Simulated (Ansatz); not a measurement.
# LaBi2ClO4: the cost of one run

The runs shown are made with Ansatz 0.2.0. PAW datasets, plane waves, zero pressure. Computed at 0 K without zero-point motion; spin polarisation is off.

## 1. Starting point

It is tetragonal, P4/mmm (No. 123); conventional cell a = 3.989 Å, c = 9.333 Å, 18.56 Å³ an atom. Near La stand 8 O at 2.50 Å; near Bi stand 4 O at 2.27 Å; near Cl stand 8 Bi at 3.50 Å and 8 O at 3.73 Å and 4 Cl at 3.99 Å; near O stand 2 Bi at 2.27 Å and 2 La at 2.50 Å.

Coordinates:

Space group P4/mmm (No. 123). a = 3.989 Å, b = 3.989 Å, c = 9.333 Å, α = 90.00°, β = 90.00°, γ = 90.00°
```json
{"atom": "La", "site": "1a", "symmetry": "4/mmm", "x": "0.0000", "y": "0.0000", "z": "0.0000"}
{"atom": "Bi", "site": "2h", "symmetry": "4mm", "x": "0.5000", "y": "0.5000", "z": "0.2784"}
{"atom": "Cl", "site": "1b", "symmetry": "4/mmm", "x": "0.0000", "y": "0.0000", "z": "0.5000"}
{"atom": "O", "site": "4i", "symmetry": "2mm.", "x": "0.0000", "y": "0.5000", "z": "0.1617"}
```

## 2. PBE-D3(BJ): cell and atoms

Contents of input.yaml:

```yaml
crystal:
  lattice:
    - [3.988897, 0.0, 0.0]
    - [0.0, 3.988897, 0.0]
    - [0.0, 0.0, 9.333185]
  atoms:
    - { symbol: La, position: [0.0, 0.0, 0.0] }
    - { symbol: Bi, position: [0.5, 0.5, 0.278377] }
    - { symbol: Bi, position: [0.5, 0.5, 0.721623] }
    - { symbol: Cl, position: [0.0, 0.0, 0.5] }
    - { symbol: O, position: [0.0, 0.5, 0.161656] }
    - { symbol: O, position: [0.0, 0.5, 0.838344] }
    - { symbol: O, position: [0.5, 0.0, 0.161656] }
    - { symbol: O, position: [0.5, 0.0, 0.838344] }
kpoints:
  mp_grid: { grid: [6, 6, 4] }
hamiltonian:
  xc: pbe
  dispersion: d3bj
scf:
  occupations: { method: fermi_dirac, width: 0.02 }
relax:
  f_tol: 0.005
  cell: {}
output:
  write_density: true
  write_potential: true
  elf: true
  volumetric_format: npy
```

Run with:

```sh
ansatz run input.yaml --threads 4 --pin off --max-ram 7372MiB --backend cpu --events-out ev --progress --plain --runs-dir out
```

Q: Estimate wall time and peak memory on 4 threads of Intel Xeon 6975P-C (Granite Rapids), shared host.

About 14 s, with a peak of 0.69 GiB.
